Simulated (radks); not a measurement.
# Fe⁴⁺ in [Ar] 3d4: an all-electron calculation

Wanted: eigenvalues, radial structure and energy terms of the iron ion Fe4+.

Program: radks (a radial shooting solver on a logarithmic mesh, Libxc functionals) version 1. Level of theory: scalar-relativistic Kohn-Sham, AM05, spin-unpolarised, spherical densities, point nucleus. These are calculated values, not measurements, unless marked.

## (1) The atom as given

```
element       : iron (Z = 26)
charge        : +4
electrons     : 22
configuration : [Ar] 3d4
```

The outer shells:

Fe⁴⁺
```
[Ar] core
3d [↑ ][↑ ][↑ ][↑ ][  ]
```

## (2) Self-consistent calculation

Settings of this run:

```text
Z 26
configuration [Ar] 3d4 4s0 4p0
relativity scalar-relativistic
functional am05,am05
spin unpolarised
nucleus point
c 137.035999084
```

The run is started by

```sh
$ python run_ks.py task.json out
```

The same process makes all the runs of this session.

Q: Predict the outcome of this run.

The runs gave:

```
                        quantity                 value
                    total energy   -1266.22533 hartree
exchange-correlation share of it                4.08 %
                            −T/E                1.0117
          highest occupied level        3d, -63.353 eV
    most extended occupied level  3d, <r> = 0.919 bohr
 radius at density 0.001 e/bohr³             2.50 bohr
    maxima of the radial density                     3
         ionisation energy, NIST   75.0 (semi-emp.) eV
```

**Reading.** The radial density shows 3 maxima for 3 occupied principal shells. −T/E is 1.012: with relativity the kinetic term as defined here no longer equals −E. The top level binds by 63.353 eV, 84 % of the NIST ionisation energy of 75.0 eV; the potential of a semilocal functional falls off too fast, so its top eigenvalue is too shallow. Spin polarisation and multiplet splitting are left out.
